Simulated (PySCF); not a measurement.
# WH₂: quintet, from a bent start

Where does quintet WH₂ go from a bent start, is the end point a minimum, and what are its modes, charges and moments?

Computed with PySCF 2.14.0. Level: PBE0, basis W def2-TZVP with ECP60, H def2-TZVP, scalar-relativistic core potentials, no spin–orbit coupling, density fitting.

### Step 1. Starting geometry

3 atoms, charge 0, spin multiplicity 5.

Bond lengths: W1–H2 1.690 Å, W1–H3 1.690 Å. Angles: H2–W1–H3 110.0°.

Z-matrix (Å, degrees; charge 0 multiplicity 5):
```
W
H  1 1.6900
H  1 1.6900 2 110.00
```

### Step 2. Bent start, quintet: relaxation

The steps below are one call of a driver around PySCF. For each, scf.py gives the equivalent set-up of the SCF; relaxations use the driver's own optimiser. Before each start the driver seeks the lowest SCF state from one or more starting densities and follows internal instabilities, so scf.py alone need not reach the same state.

The program finds C2v symmetry in the start, which this walk keeps. Threshold on the gradient: 0.0003 Eh/bohr, with a further test on the energy change.

The input, scf.py:

```python
from pyscf import gto, scf, dft
mol = gto.M(atom='''
W      0.000000     0.000000    -0.010506
H      1.384400    -0.000000     0.958794
H     -1.384400     0.000000     0.958794''',
    basis={'W': 'def2-TZVP', 'H': 'def2-TZVP'},
    ecp={'W': 'def2-TZVP'},
    charge=0, spin=4)
mf = dft.UKS(mol, xc='PBE0')
mf.grids.atom_grid = (50, 194)
aux = {'W': 'def2-universal-JKFIT', 'H': 'def2-universal-JKFIT'}
mf = mf.density_fit(auxbasis=aux)
mf.kernel()
```

Further steps of the session: Hessian and properties.

Before running it: what results should come out? Wanted: minimum; geometry; wavenumbers; dipole moment; highest occupied, lowest empty level; polar-tensor charge of W1; zero-point energy; atomisation energy; ⟨S²⟩.

**Answer**, as computed:

```
                                          quantity                           value
                                           minimum                    quintet, C2v
                                          geometry  W–H 1.713 Å (×2); H–W–H 113.2°
                                wavenumbers (cm⁻¹)  656 (a1), 1935 (b2), 1946 (a1)
                                     dipole moment                          2.22 D
highest occupied, lowest empty level (either spin)                 -6.09, -1.89 eV
                         polar-tensor charge of W1                         +0.57 e
                                 zero-point energy                     27.1 kJ/mol
                               entropy at 298.15 K                 247.4 J/(mol K)
         atomisation energy (no zero-point energy)                      602 kJ/mol
                                              ⟨S²⟩                           6.031
```

**Reading.** The molecule stays C2v, as typed, and the end point is a minimum. In the infrared the band at 1935 cm⁻¹ (b2, stretch) leads. Most of the spin sits on W1 (Mulliken spin 4.28, against 4 for the whole molecule). Other starts or spin states, not run here, may lie lower. One determinant may miss the lowest occupation of an open d or f shell. Spin–orbit coupling, left out here, can matter for elements this heavy.
